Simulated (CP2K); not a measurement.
Crystal: HfIn4SiO6.

```
Hf In Si O
1.0
     5.69869    0.00000    0.00000
    -0.70099    6.10862    0.00000
    -2.71996   -1.39790    6.63735
Hf In Si O
1 4 1 6
Direct
  0.11793 0.01556 0.13292
  0.38842 0.99901 0.72891
  0.75865 0.00842 0.49586
  0.23461 0.48841 0.53300
  0.59649 0.48211 0.20528
  0.86778 0.44029 0.85544
  0.55316 0.38738 0.79290
  0.93454 0.38483 0.65596
  0.98414 0.26218 0.00347
  0.99083 0.69806 0.98452
  0.08665 0.06493 0.39374
  0.48680 0.10883 0.21799
```

The cell was built by a generator and needn't be a form met in nature.

Base run:

```yaml
Program: CP2K 2026.2
Functional: PBEsol
Potentials_or_basis: POTENTIAL_UZH Hf GTH-PBE-q12, In GTH-PBE-q13, Si GTH-PBE-q4, O GTH-PBE-q6; TZVP-MOLOPT-PBE-GTH basis
Density_cutoff: 13606 eV
k_mesh: 5 × 5 × 4
Occupations: fermi-dirac, width 0.05 eV
Spin: no spin polarisation
```

Its results: pressure -3.0 GPa; largest force 0.606 eV/Å.

The run is repeated on the same cell with these changes: functional from PBEsol to RPBE. What comes out?

Pressure 1.4 GPa; largest force 0.557 eV/Å.

RPBE binds less tightly than PBEsol, so the same cell stands under more pressure.

Caveats: the potentials were made for another functional, which shifts forces and pressure; the basis of atomic orbitals isn't converged, which shifts pressures, moduli and gaps.
